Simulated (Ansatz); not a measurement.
Crystal: SrMg3.

```
CELL_PARAMETERS angstrom
3.48191 0.00000 0.00000
0.00000 5.44484 0.00000
0.00000 0.00000 6.30342
ATOMIC_POSITIONS crystal
Sr 0.50000 0.00000 0.16174
Mg 0.50000 0.50000 0.80855
Mg 0.00000 0.50000 0.37338
Mg 0.00000 0.00000 0.65633
```

The cell comes from a database or a generator and needn't be the stable form of this composition.

* Program: Ansatz 0.2.0
* Task: relaxation of cell and atoms
* Functional: PBE
* Potentials or basis: Ansatz PAW
* Cutoff: 420 eV (not typed: the program's choice for these potentials)
* k mesh: 6 × 4 × 3
* Occupations: fermi-dirac, width 0.05 eV
* Spin: no spin polarisation

At the start: volume 29.88 Å³/atom.

**Question.** Where does the relaxation end?

**Answer.** It ends after 7 steps and the volume is 30.60 Å³/atom (+2.4 %); space group Pmm2 (No. 25, to 0.05 Å).

Step by step:
```
step  energy change (eV)  largest force (eV/Å)  volume (Å³)
   1              0.0000                0.0867       119.50
   2             -0.0156                0.0486       120.30
   3             -0.0285                0.1426       121.60
   4             -0.0334                0.0636       122.86
   5             -0.0355                0.0121       122.39
   6             -0.0356                0.0058       122.40
   7             -0.0357                0.0058       122.40
```

Final structure:
```yaml
crystal:
  lattice:
    - [3.68264, 0.00000, 0.00000]
    - [0.00000, 5.28785, 0.00000]
    - [0.00000, 0.00000, 6.28532]
  atoms:
    - { symbol: Sr, position: [0.50000, 0.00000, 0.16478] }
    - { symbol: Mg, position: [0.50000, 0.50000, 0.79357] }
    - { symbol: Mg, position: [0.00000, 0.50000, 0.38028] }
    - { symbol: Mg, position: [0.00000, 0.00000, 0.66137] }
```

Caveat: the plane-wave basis is chosen anew once the cell has moved, so the energies of steps on either side of that aren't comparable.
